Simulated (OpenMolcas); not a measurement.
# W⁴⁺ among point charges: CASSCF and CASPT2 levels and susceptibility

Aim: the splitting of the states of W⁴⁺ in the field of 2 point charges, its lowest levels with spin-orbit coupling and its magnetic susceptibility.

Method: state-averaged CASSCF and CASPT2, spin-orbit coupling by RASSI with atomic mean-field integrals. Code: OpenMolcas 26.06.

### 1 The system

- Species: W⁴⁺ (tungsten, Z = 74, 70 electrons)
- Basis: ANO-RCC-VDZP [7s6p4d2f1g], 68 functions
- Scalar Hamiltonian: DKH2, point nucleus
- Inactive shells: 1s 2s 2p 3s 3p 3d 4s 4p 4d 4f 5s 5p
- Active space: 2 electrons in 5 orbitals (5d)
- Some configurations of this space: 5d²
- Orbitals: optimised for each spin and parity, averaged over all roots

The outer shells:

5d2
```
5d [↑ ][↑ ][  ][  ][  ]
```

The ion sits among 2 point charges of -1.5 e arranged as a linear pair (D∞h), 1.86 Å from the ion.

The work runs as a chain of OpenMolcas steps in one folder; each step below is one input file. Labels, J, g values, rates, χT and fits are worked out afterwards by a script from the matrices that RASSI stores. The input lists half of the charges; inversion (Group=XYZ) makes the rest.

### 2 GATEWAY and SEWARD: basis and integrals

Input file a.inp:

```
&GATEWAY
Coord
1

W 0.0 0.0 0.0
Basis=ANO-RCC-VDZP
Group=XYZ
NoMove
AngMom=0.0 0.0 0.0
AMFI
XField
1 Angstrom 0
0.000000 0.000000 1.860000 -1.500000
&SEWARD
```

Command:

```
> OMP_NUM_THREADS=1 MOLCAS_MEM=1689 MOLCAS_PROJECT=a pymolcas a.inp > a.log
```

The program printed:

```text
Basis set label: W.ANO-RCC...7S6P4D2F1G.

      Electronic valence basis set:
      ------------------
      Associated Effective Charge  74.000000 au
      Associated Actual Charge     74.000000 au
      Nuclear Model: Point charge

      Shell  nPrim  nBasis  Cartesian Spherical Contaminant
         s      24       7        X
         p      21       6        X
         d      15       4                 X
         f      11       2                 X
         g       4       1                 X
                  Relativistic Douglas-Kroll-Hess integrals:
                    - DKH order of Hamiltonian: 2
                    - DKH order of Properties : 0
                  Atomic mean-field integrals
```

### 3 Reference wave functions, triplets of even parity, 10 roots

Input file a.inp:

```
&RASSCF
FileOrb=start.orb
Symmetry=1
Spin=3
nActEl=2 0 0
Inactive=15 19
Ras2=5 0
CIRoot=10 10 1
SDav=10
CIMx=300
Iter=120 100
PrWF=0.3
OrbListing=Nothing
MaxOrb=0
>>> COPY $Project.JobIph JOB001
```

start.orb holds the contracted functions of the basis, ordered by shell, or the orbitals of the step before.

The program printed (excerpt; [...] marks lines left out):

```text
[...]
      Number of active orbitals                  5
[...]
      Spin quantum number                      1.0
[...]
      Active orbitals                            5   0
[...]
      Number of CSFs                            10
      Number of root(s) required                10
[...]
      Convergence after 11 iterations
[...]
      Natural orbitals and occupation numbers for root  1
      sym 1:   0.033665   0.033665  -0.000000   0.966335   0.966335
      Natural orbitals and occupation numbers for root  2
      sym 1:   0.500000   0.500000  -0.000000   0.500000   0.500000
      Natural orbitals and occupation numbers for root  3
      sym 1:   0.500000   0.500000   0.000000   0.500000   0.500000
::    RASSCF root number  1 Total energy: -16127.80127290
::    RASSCF root number  2 Total energy: -16127.76881228
::    RASSCF root number  3 Total energy: -16127.76881228
[...]
::    RASSCF root number  7 Total energy: -16127.74509487
::    RASSCF root number  8 Total energy: -16127.68381321
::    RASSCF root number  9 Total energy: -16127.64386101
::    RASSCF root number 10 Total energy: -16127.64386101
```

### 4 Reference wave functions, singlets of even parity, 15 roots

Input file a.inp:

```
&RASSCF
FileOrb=start.orb
Symmetry=1
Spin=1
nActEl=2 0 0
Inactive=15 19
Ras2=5 0
CIRoot=15 15 1
SDav=15
CIMx=300
Iter=120 100
PrWF=0.3
OrbListing=Nothing
MaxOrb=0
>>> COPY $Project.JobIph JOB002
```

The program printed (excerpt; [...] marks lines left out):

```text
[...]
      Number of active orbitals                  5
[...]
      Spin quantum number                      0.0
[...]
      Active orbitals                            5   0
[...]
      Number of CSFs                            15
      Number of root(s) required                15
[...]
      Convergence after  8 iterations
[...]
      Natural orbitals and occupation numbers for root  1
      sym 1:   0.000000   0.000000   0.000000   1.000000   1.000000
      Natural orbitals and occupation numbers for root  2
      sym 1:   0.000000   0.000000   0.000000   1.000000   1.000000
      Natural orbitals and occupation numbers for root  3
      sym 1:   0.053908   0.053908   0.125512   0.883336   0.883336
::    RASSCF root number  1 Total energy: -16127.76937564
::    RASSCF root number  2 Total energy: -16127.76937564
::    RASSCF root number  3 Total energy: -16127.76729537
[...]
::    RASSCF root number 12 Total energy: -16127.61904490
::    RASSCF root number 13 Total energy: -16127.61904490
::    RASSCF root number 14 Total energy: -16127.60801365
::    RASSCF root number 15 Total energy: -16127.54590542
```

### 5 State interaction with spin-orbit coupling

Input file a.inp:

```
&RASSI
NrOfJobIphs=2 10 15
1 2 3 4 5 6 7 8 9 10
1 2 3 4 5 6 7 8 9 10 11 12 13 14 15
IphNames
JOB001
JOB002
EJob
SpinOrbit
DIPRint=1.0
SOCoupling=1000.0
Subsets=2
Property=9
'ANGMOM' 1 'ANGMOM' 2 'ANGMOM' 3 'MLTPL  1' 1 'MLTPL  1' 2 'MLTPL  1' 3
'AMFI' 1 'AMFI' 2 'AMFI' 3
SOProperty=3
'ANGMOM' 1 'ANGMOM' 2 'ANGMOM' 3
```

The program printed:

```text
SPIN-FREE ENERGIES:
  (Shifted by EMIN (a.u.) =     -16127.8012729035)

 SF State       Relative EMIN(au)   Rel lowest level(eV)    D:o, cm**(-1)      L_eff

     1             0.0000000000        0.0000000000              0.0000         1.9
    11             0.0318972592        0.8679686404           7000.6392         4.0
    12             0.0318972592        0.8679686404           7000.6392         4.0
     2             0.0324606196        0.8832984578           7124.2825         2.9
     3             0.0324606196        0.8832984578           7124.2825         2.9
    13             0.0339775316        0.9245757359           7457.2062         1.9
     4             0.0482452276        1.3128195217          10588.6035         2.6
     5             0.0482452276        1.3128195217          10588.6035         2.6
     7             0.0561780333        1.5286821617          12329.6531         2.8
     6             0.0561780333        1.5286821617          12329.6531         2.8
    14             0.0776031565        2.1116894665          17031.9242         2.0
    15             0.0776031580        2.1116895070          17031.9245         2.0
    16             0.1031214440        2.8060774441          22632.5409         3.9
    17             0.1031214440        2.8060774441          22632.5409         3.9
     8             0.1174596888        3.1962409611          25779.4219         2.2
    18             0.1288594846        3.5064452075          28281.3879         2.7
    19             0.1288594846        3.5064452075          28281.3879         2.7
    10             0.1574118947        4.2833958671          34547.9176         1.5
     9             0.1574118947        4.2833958671          34547.9176         1.5
    20             0.1639267703        4.4606746622          35977.7675         3.2
    21             0.1639267703        4.4606746622          35977.7675         3.2
    22             0.1822280039        4.9586765998          39994.4240         3.6
    23             0.1822280039        4.9586765998          39994.4240         3.6
    24             0.1932592540        5.2588522070          42415.5035         3.5
    25             0.2553674858        6.9489032913          56046.6848         0.5
     Dipole printing threshold changed to   1.00000000E+00
Eigenvalues of complex Hamiltonian:
   -----------------------------------
  (Shifted by EMIN (a.u.) =     -16127.8012729035)

 SO State       Relative EMIN(au)   Rel lowest level(eV)    D:o, cm**(-1)     J-value

     1            -0.0249977956        0.0000000000              0.0000         1.8
     2            -0.0038959972        0.5742091860           4631.3094         1.8
     3            -0.0038959972        0.5742091858           4631.3094         1.8
     4             0.0018390621        0.7302681008           5890.0095         1.0
     5             0.0018390621        0.7302681008           5890.0095         1.0
     6             0.0176432129        1.1603209513           9358.6196         1.9
     7             0.0176432131        1.1603209586           9358.6197         1.9
     8             0.0241188323        1.3365315331          10779.8538         1.5
     9             0.0241188323        1.3365315331          10779.8538         1.5
    10             0.0285627801        1.4574575132          11755.1876         1.3
    11             0.0285627801        1.4574575132          11755.1876         1.3
    12             0.0410437631        1.7970823627          14494.4468         2.6
    13             0.0428640140        1.8466139117          14893.9456         2.1
    14             0.0428640140        1.8466139116          14893.9456         2.1
    15             0.0443656999        1.8874768663          15223.5276         2.8
    16             0.0503637345        2.0506917024          16539.9440         1.8
    17             0.0560689192        2.2059376888          17792.0874         2.9
    18             0.0560689192        2.2059376870          17792.0873         2.9
    19             0.0638310894        2.4171570990          19495.6868         1.4
    20             0.0638310894        2.4171570990          19495.6868         1.4
    21             0.0671608895        2.5077655747          20226.4934         3.0
    22             0.0671608895        2.5077655748          20226.4934         3.0
    23             0.0694869378        2.5710605745          20737.0020         2.6
    24             0.0694869378        2.5710605745          20737.0020         2.6
    25             0.0893618965        3.1118857516          25099.0513         2.3
    26             0.0893618974        3.1118857757          25099.0515         2.3
    27             0.1090803062        3.6484510157          29426.7420         2.7
    28             0.1090803062        3.6484510157          29426.7420         2.7
    29             0.1093555317        3.6559402830          29487.1470         2.1
    30             0.1186063301        3.9076673300          31517.4625         2.1
    31             0.1186063303        3.9076673366          31517.4626         2.1
    32             0.1298374384        4.2132813575          33982.4059         1.9
    33             0.1298374384        4.2132813575          33982.4059         1.9
    34             0.1492434319        4.7413453411          38241.5292         1.5
    35             0.1494506977        4.7469853321          38287.0188         2.4
    36             0.1525719930        4.8319201032          38972.0639         2.7
    37             0.1525719930        4.8319201032          38972.0639         2.7
    38             0.1584792170        4.9926638557          40268.5497         2.2
    39             0.1584792169        4.9926638548          40268.5497         2.2
    40             0.1845865174        5.7030796910          45998.4398         1.7
    41             0.1845865174        5.7030796910          45998.4398         1.7
Weights of the five most important spin-orbit-free states for each spin-orbit state.

 SO State  Total energy (au)           Spin-free states, spin, and weights
 -------------------------------------------------------------------------------------------------------
    1        -0.024998       1 1.0  0.6582   13 0.0  0.2244    4 1.0  0.0576    5 1.0  0.0576   25 0.0  0.0010
    2        -0.003896       1 1.0  0.9146    5 1.0  0.0689    4 1.0  0.0065    6 1.0  0.0045    7 1.0  0.0045
    3        -0.003896       1 1.0  0.9146    4 1.0  0.0689    5 1.0  0.0065    7 1.0  0.0045    6 1.0  0.0045
    4         0.001839       3 1.0  0.4462    2 1.0  0.4462    6 1.0  0.0693   18 0.0  0.0143    7 1.0  0.0077
    5         0.001839       2 1.0  0.4462    3 1.0  0.4462    7 1.0  0.0693   19 0.0  0.0143    6 1.0  0.0077
    6         0.017643       5 1.0  0.3119    7 1.0  0.2099    6 1.0  0.2099   14 0.0  0.1835    1 1.0  0.0535
    7         0.017643       4 1.0  0.3119    6 1.0  0.2099    7 1.0  0.2099   15 0.0  0.1835    1 1.0  0.0535
    8         0.024119      12 0.0  0.8040    2 1.0  0.0979    3 1.0  0.0979   11 0.0  0.0001    6 1.0  0.0000
    9         0.024119      11 0.0  0.8040    3 1.0  0.0979    2 1.0  0.0979   12 0.0  0.0001    7 1.0  0.0000
   10         0.028563       2 1.0  0.9250    7 1.0  0.0364    6 1.0  0.0364   17 0.0  0.0018   16 0.0  0.0003
   11         0.028563       3 1.0  0.9250    6 1.0  0.0364    7 1.0  0.0364   16 0.0  0.0018   17 0.0  0.0003
   12         0.041044       4 1.0  0.5000    5 1.0  0.5000   10 1.0  0.0000    9 1.0  0.0000    7 1.0  0.0000
```

Time for these steps: 5.9 s (1 thread of Arm Neoverse V1, shared host).

States without spin-orbit coupling:

| state | degeneracy | E (cm-1) | free-ion L (%) |
| --- | --- | --- | --- |
| 3Sigma | 1 | 0 | P (59) |
| 1Gamma | 2 | 7001 | G (100) |
| 3Phi | 2 | 7124 | F (100) |
| 1Sigma | 1 | 7457 | D (85) |
| 3Pi | 2 | 10589 | F (81) |
| 3Delta | 2 | 12330 | F (100) |
| 1Pi | 2 | 17032 | D (95) |
| 1Phi | 2 | 22633 | G (100) |
| 3Sigma | 1 | 25779 | F (59) |
| 1Delta | 2 | 28281 | D (62) |
| 3Pi | 2 | 34548 | P (81) |
| 1Delta | 2 | 35978 | G (62) |
| 1Pi | 2 | 39994 | G (95) |
| 1Sigma | 1 | 42416 | G (96) |
| 1Sigma | 1 | 56047 | S (88) |

With spin-orbit coupling:

| E (cm-1) | Degeneracy | 2S+1 | g |
| --- | --- | --- | --- |
| 0.0 | 1 | 3 |  |
| 4631 | 2 | 3 | 0.00 0.00 3.82 |
| 5890 | 2 | 3 | 0.00 0.00 2.22 |
| 9359 | 2 | 3 | 0.00 0.00 1.30 |
| 10780 | 2 | 1 | 0.00 0.00 8.39 |
| 11755 | 2 | 3 | 0.00 0.00 6.15 |
| 14494 | 1 | 3 |  |
| 14894 | 2 | 3 | 0.00 0.00 4.99 |
| 15224 | 1 | 3 |  |
| 16540 | 1 | 1 |  |
| 17792 | 2 | 3 | 0.00 0.00 0.96 |
| 19496 | 2 | 3 | 0.00 0.00 9.61 |
| 20226 | 2 | 3 | 0.00 0.00 4.78 |
| 20737 | 2 | 3 | 0.00 0.00 7.60 |
| 25099 | 2 | 1 | 0.00 0.00 2.13 |
| 29427 | 2 | 1 | 0.00 0.00 6.26 |
| 29487 | 1 | 3 |  |
| 31517 | 2 | 3 | 0.00 0.00 3.67 |
| 33982 | 2 | 1 | 0.00 0.00 4.30 |
| 38242 | 1 | 3 |  |
| 38287 | 1 | 3 |  |
| 38972 | 2 | 1 | 0.00 0.00 4.64 |
| 40269 | 2 | 3 | 0.00 0.00 2.07 |
| 45998 | 2 | 3 | 0.00 0.00 5.06 |

Principal g values are given for doublets only; a zero marks a field direction without first-order Zeeman splitting.

Powder χT (cm³ K/mol): 0.00 at 2 K, 0.00 at 5 K, 0.00 at 10 K, 0.00 at 20 K, 0.01 at 50 K, 0.01 at 100 K, 0.02 at 150 K, 0.03 at 200 K, 0.04 at 250 K, 0.04 at 300 K.

(Part 1 of 2 ends here.)
